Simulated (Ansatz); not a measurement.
# F3HOTi (built from SMILES [OH][Ti]([F])([F])[F]): Born-Oppenheimer dynamics

Aim: follow the atoms for 60 steps of 0.5 fs at constant energy, with velocities drawn for 700 K, and see to which side of the barrier the system falls.

Program: Ansatz 0.2.0, Gaussian basis. Level of theory: PBE0-D4/def2-SVP. These are calculated values, not measurements.

1 further run of the same task is left out (it didn't finish).

### Step 1. Starting geometry

The start, a first-order saddle point found at PBE0-D4 in triple zeta: 6 atoms, charge 0, spin multiplicity 1.

Atoms are counted from 1 here; the program's logs count them from 0.

Bond lengths: Ti1–F2 2.073 Å, Ti1–O3 1.645 Å, Ti1–H4 1.971 Å, Ti1–F5 1.767 Å, Ti1–F6 1.767 Å, F2–H4 1.037 Å. Angles: F2–Ti1–O3 76.5°, F2–Ti1–H4 29.6°, F2–Ti1–F5 115.3°, F2–Ti1–F6 115.2°, O3–Ti1–H4 46.9°, O3–Ti1–F5 113.4°, O3–Ti1–F6 113.4°, H4–Ti1–F5 121.5°, H4–Ti1–F6 121.4°, F5–Ti1–F6 116.6°, Ti1–F2–H4 69.8°, Ti1–H4–F2 80.6°.

As a file:

```mol
F3HOTi
  3D, bonds by distance, orders not assigned

  6  6  0  0  0  0  0  0  0  0999 V2000
   -0.0801    0.4627    0.1953 Ti  0  0
   -0.7272   -1.4613   -0.2233 F   0  0
    1.2103   -0.2192   -0.5639 O   0  0
    0.2426   -1.3271   -0.5655 H   0  0
   -0.8555    1.7410   -0.7475 F   0  0
    0.2100    0.8039    1.9049 F   0  0
  1  2  8  0
  1  3  8  0
  1  4  8  0
  1  5  8  0
  1  6  8  0
  2  4  8  0
M  END
```

### Step 2. The run

Contents of md/in.yaml:

```yaml
crystal:
  periodic: [false, false, false]
  atoms:
    - {symbol: Ti, position_ang: [-0.080085, 0.462737, 0.195265]}
    - {symbol: F, position_ang: [-0.727233, -1.461339, -0.223267]}
    - {symbol: O, position_ang: [1.210271, -0.219162, -0.563934]}
    - {symbol: H, position_ang: [0.242563, -1.327110, -0.565527]}
    - {symbol: F, position_ang: [-0.855456, 1.740951, -0.747525]}
    - {symbol: F, position_ang: [0.210039, 0.803923, 1.904888]}
basis:
  gaussian: {orbitals: def2-SVP}
hamiltonian: {xc: pbe0, dispersion: d4}
md: {n_steps: 60, timestep: 0.5, temperature: 700, ensemble: nve, seed: 51, initial_velocities: maxwell_boltzmann}
```

The run is started by

```sh
$ ansatz run in.yaml --threads 4 --pin off --events-out ev --progress --plain --max-ram 9574MiB
```

The program printed, cut to the lines that bear on the results:

```text
Functional definition: PBE0
  name "PBE0"
  cite "Adamo & Barone, J. Chem. Phys. 110, 6158 (1999) doi:10.1063/1.478522"
  cite "Perdew, Burke & Ernzerhof, Phys. Rev. Lett. 77, 3865 (1996) doi:10.1103/PhysRevLett.77.3865"
  parent pbe
[...]
1011 factors; integrals over basis functions are off by at most 2.7e-4 eV
[...]
mean field -33308.17490193 eV, -1224.0528505542 hartree, gradient 5.1e-5 eV, S^2 0.000000; 0 other end points of the search recorded, 0 dependent functions left out
[...]
reference -33308.17498236 eV, -1224.0528535097 hartree; 29, 29 occupied and 63, 63 virtual orbitals, 1011 factors
md step     0: t =     0.00 fs  T =   700.0 K  F+E_penalty+E_count = -33308.26191756 eV  E_kin = 0.361928 eV  conserved = -33307.89998956 eV  (31 SCF iters)
[...]
md step    15: t =     7.50 fs  T =   779.3 K  F+E_penalty+E_count = -33308.30295768 eV  E_kin = 0.402907 eV  conserved = -33307.90005044 eV  (35 SCF iters, 3 dispersion substeps)
[...]
md step    30: t =    15.00 fs  T =  1425.0 K  F+E_penalty+E_count = -33308.63598559 eV  E_kin = 0.736802 eV  conserved = -33307.89918367 eV  (35 SCF iters, 3 dispersion substeps)
[...]
md step    45: t =    22.50 fs  T =  2750.8 K  F+E_penalty+E_count = -33309.32278319 eV  E_kin = 1.422279 eV  conserved = -33307.90050417 eV  (37 SCF iters, 3 dispersion substeps)
[...]
md step    59: t =    29.50 fs  T =  2933.2 K  F+E_penalty+E_count = -33309.41863701 eV  E_kin = 1.516599 eV  conserved = -33307.90203790 eV  (34 SCF iters, 3 dispersion substeps)
[...]
md step    60: t =    30.00 fs  T =  2858.9 K  F+E_penalty+E_count = -33309.38021191 eV  E_kin = 1.478159 eV  conserved = -33307.90205267 eV  (31 SCF iters, 3 dispersion substeps)
Total energy: -33309.38029234 eV, -1224.0971478345 hartree
Atom 0 at    -0.100848     0.345423     0.175487 Å, force     4.555889     4.984290     0.682476 eV/Å
Atom 1 at    -0.844700    -1.014805    -0.176464 Å, force    -4.163849    -5.437018    -0.612348 eV/Å
Atom 2 at     1.414404    -0.280956    -0.513728 Å, force    -0.099212     1.316607     0.386129 eV/Å
Atom 3 at     1.968604    -0.824808    -1.083067 Å, force    -0.271626     0.064039     0.070839 eV/Å
Atom 4 at    -0.967471     1.602721    -0.723935 Å, force     0.497309    -0.466938     0.387691 eV/Å
Atom 5 at     0.228350     0.816582     1.869506 Å, force    -0.518511    -0.460981    -0.914788 eV/Å
Dipole moment:     0.200165    -0.338512    -0.249953 e Å
```

It took 2.9 min on 4 threads of Intel Xeon at 2.50GHz, shared host.

### Step 3. The trajectory

One row in 3 steps:

```tsv
time (fs)	T (K)	potential (meV)	potential + kinetic (meV)	F2–H4 (Å)	Ti1–F2 (Å)	O3–H4 (Å)
0.00	700	0.0	0.0	1.037	2.073	1.471
1.50	666	17.4	0.0	1.068	2.076	1.391
3.00	613	45.2	0.2	1.109	2.078	1.313
4.50	582	61.2	0.4	1.161	2.080	1.236
6.00	634	34.6	0.4	1.229	2.080	1.157
7.50	779	-41.0	-0.1	1.315	2.078	1.076
9.00	935	-121.6	-0.3	1.415	2.073	1.003
10.50	1096	-204.1	0.4	1.517	2.064	0.966
12.00	1338	-331.1	-1.2	1.613	2.051	0.983
13.50	1399	-362.0	-0.5	1.719	2.034	1.027
15.00	1425	-374.1	0.8	1.843	2.011	1.047
16.50	1728	-531.8	-0.3	1.977	1.984	1.018
18.00	2056	-702.6	-1.5	2.112	1.951	0.957
19.50	2208	-778.4	1.2	2.245	1.913	0.921
21.00	2568	-967.2	-1.5	2.382	1.870	0.953
22.50	2751	-1060.9	-0.5	2.516	1.823	1.009
24.00	2902	-1138.4	0.3	2.627	1.773	1.028
25.50	3207	-1297.8	-1.8	2.705	1.722	0.991
27.00	3212	-1300.8	-1.8	2.766	1.672	0.931
28.50	2995	-1186.3	0.2	2.846	1.627	0.914
30.00	2859	-1118.3	-2.1	2.962	1.590	0.963
```

Energies count from the start.

Positions (Å) and forces (eV/Å) at 12.00 fs:

```xyz
6

Ti   -0.078    0.490    0.213   -1.292   -3.877   -1.110
F    -0.744   -1.391   -0.261   -0.371    2.430    1.107
O     1.240   -0.309   -0.541    1.446    1.237   -0.180
H     0.779   -1.155   -0.738    0.094   -0.400   -0.198
F    -0.907    1.674   -0.740    0.084    0.312   -0.012
F     0.220    0.798    1.880    0.039    0.298    0.392
```

Positions (Å) and forces (eV/Å) at 30.00 fs:

```xyz
6

Ti   -0.101    0.345    0.175    4.556    4.984    0.682
F    -0.845   -1.015   -0.176   -4.164   -5.437   -0.612
O     1.414   -0.281   -0.514   -0.099    1.317    0.386
H     1.969   -0.825   -1.083   -0.272    0.064    0.071
F    -0.967    1.603   -0.724    0.497   -0.467    0.388
F     0.228    0.817    1.870   -0.519   -0.461   -0.915
```

### Step 4. Results

| quantity | value |
| --- | --- |
| length | 60 steps, 30.0 fs |
| temperature at the start | 700 K |
| mean temperature, second half | 2566 K |
| lowest and highest potential energy, from the first frame | -1331 and 61 meV |
| largest change of potential + kinetic | 2.6 meV |
| bonds lost by distance | Ti1–H4, F2–H4 |
| bonds made by distance | O3–H4 |

In words: By the last frame it has moved back towards the start side of the step. The system runs downhill by 1.33 eV, and that energy turns into motion. With no thermostat the total energy should stay fixed; it holds within 2.6 meV, small beside the kinetic energy, so the time step serves. The instant temperature ranges from 582 to 3269 K, as energy passes between motion and strain.
